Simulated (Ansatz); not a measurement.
**CH6FGaGe: one species, many methods**

Aim: compute CH6FGaGe with functionals from several rungs and with coupled cluster. The yardstick is the atomisation energy at the CCSD(T) limit.

Computed with Ansatz 0.2.0, Gaussian basis. Level: functionals in def2-TZVPP, the program's frozen cores in correlated methods.

The runs, in order: LDA (SPW92), PBE-D4, revPBE-D4, BLYP-D4, r2SCAN-D4, B97M-V, PBE0-D4, B3LYP-D4, r2SCANh-D4, r2SCAN0-D4, HSE06-D4, BHLYP-D4, CAM-B3LYP-D4, LC-ωPBE, ωB97X-V, ωB97M-V, B2PLYP, PBE-QIDH; CCSD(T)/def2-SVP; CCSD(T)/def2-TZVPP; MP2/def2-QZVPP; extrapolation to the limit; RPA on PBE.

## Step 1: Structure used throughout

All runs share one geometry, relaxed beforehand with PBE0-D4 in a triple-zeta def2 set.

10 atoms, charge 0, spin multiplicity 1.

Atoms are counted from 1 here; the program's logs count them from 0.

Bond lengths: F1–Ge2 1.822 Å, Ge2–C3 1.909 Å, Ge2–H5 1.534 Å, Ge2–H6 1.534 Å, C3–Ga4 2.026 Å, C3–H7 1.090 Å, C3–H8 1.090 Å, Ga4–H9 1.567 Å, Ga4–H10 1.567 Å. Angles: F1–Ge2–C3 94.5°, F1–Ge2–H5 102.9°, F1–Ge2–H6 102.9°, C3–Ge2–H5 119.3°, C3–Ge2–H6 119.3°, H5–Ge2–H6 112.5°, Ge2–C3–Ga4 95.3°, Ge2–C3–H7 112.3°, Ge2–C3–H8 112.2°, Ga4–C3–H7 113.1°, Ga4–C3–H8 113.0°, H7–C3–H8 110.3°, C3–Ga4–H9 117.5°, C3–Ga4–H10 117.4°, H9–Ga4–H10 123.6°.

## Step 2: LDA

This LDA is Slater exchange with PW92 correlation.

File in.yaml:

```yaml
crystal:
  periodic: [false, false, false]
  atoms:
    - {symbol: F, position_ang: [-1.336867, 0.320633, 0.974456]}
    - {symbol: Ge, position_ang: [-0.600736, 1.162310, -0.464159]}
    - {symbol: C, position_ang: [0.808815, -0.108427, -0.674705]}
    - {symbol: Ga, position_ang: [0.251457, -1.266548, 0.890964]}
    - {symbol: H, position_ang: [-1.752832, 1.181523, -1.476581]}
    - {symbol: H, position_ang: [-0.276526, 2.557591, 0.084220]}
    - {symbol: H, position_ang: [1.792642, 0.341243, -0.543893]}
    - {symbol: H, position_ang: [0.755576, -0.628842, -1.630508]}
    - {symbol: H, position_ang: [-0.616497, -2.533663, 0.580148]}
    - {symbol: H, position_ang: [0.974958, -1.025829, 2.260057]}
basis:
  gaussian: {orbitals: def2-TZVPP}
hamiltonian: {xc: lda}
output: {orbitals: {seedname: orbitals}}
```

Launch:

```sh
$ ansatz run in.yaml --threads 4 --pin off --events-out ev --progress --plain --max-ram 10444MiB
```

Further steps of the session: PBE-D4 (GGA); revPBE-D4 (GGA); BLYP-D4 (GGA); r2SCAN-D4 (meta-GGA); B97M-V (meta-GGA); PBE0-D4 (hybrid); B3LYP-D4 (hybrid); r2SCANh-D4 (hybrid); r2SCAN0-D4 (hybrid); HSE06-D4 (hybrid); BHLYP-D4 (hybrid); CAM-B3LYP-D4 (range-separated); LC-ωPBE (range-separated); ωB97X-V (range-separated); ωB97M-V (range-separated); B2PLYP (double hybrid); PBE-QIDH (double hybrid); CCSD(T) in def2-SVP; CCSD(T) in def2-TZVPP; MP2 in def2-QZVPP; RPA on PBE orbitals.

Before running them: what should the planned runs give, taken together? Wanted: atomisation energy, CCSD(T)/CBS; farthest beyond LDA; mean size of error, GGA; mean size of error, meta-GGA; mean size of error, hybrid; mean size of error, range-separated; mean size of error, double hybrid; gap, smallest and largest; T1 diagnostic.

As calculated:

| quantity | value |
| --- | --- |
| atomisation energy, CCSD(T)/CBS | 735.2 kcal/mol |
| functionals within 7.4 kcal/mol (1.0 %) | PBE-D4, r2SCAN-D4, B97M-V, r2SCANh-D4, CAM-B3LYP-D4, LC-ωPBE, ωB97X-V, ωB97M-V |
| farthest beyond LDA | BHLYP-D4 (-24.9 kcal/mol) |
| mean size of error, GGA | 15.6 kcal/mol |
| mean size of error, meta-GGA | 2.3 kcal/mol |
| mean size of error, hybrid | 13.1 kcal/mol |
| mean size of error, range-separated | 4.6 kcal/mol |
| mean size of error, double hybrid | 11.7 kcal/mol |
| gap, smallest and largest | 4.67 eV (LDA (SPW92)), 11.58 eV (LC-ωPBE) |
| T1 diagnostic | 0.0124 |
| triples share of the correlation energy | 3.5 % |

What this shows: LDA overbinds by 93.1 kcal/mol (13 %). PBE-D4 misses by -5.5 kcal/mol. Double hybrids carry the basis error of their MP2 part in triple zeta, and no dispersion term here, so their miss is partly the set-up's. The rungs meta-GGA, range-separated miss on average by less than the doubt on the reference (7.4 kcal/mol), so they tie. Misses under about 7.4 kcal/mol are within the doubt on the reference itself, which lacks core-valence correlation, relativity and higher excitations, and its outer-core shells are covered unevenly. Hartree-Fock recovers 73 % of the binding; the rest is correlation. CCSD(T) in def2-SVP is off by -41.1 kcal/mol, worse than the median functional, from the basis alone. The gap grows from 4.7 to 11.6 eV across the functionals, mostly with the share of exact exchange. Correlated methods include outer-core shells of Ga, Ge, which these sets cover unevenly.
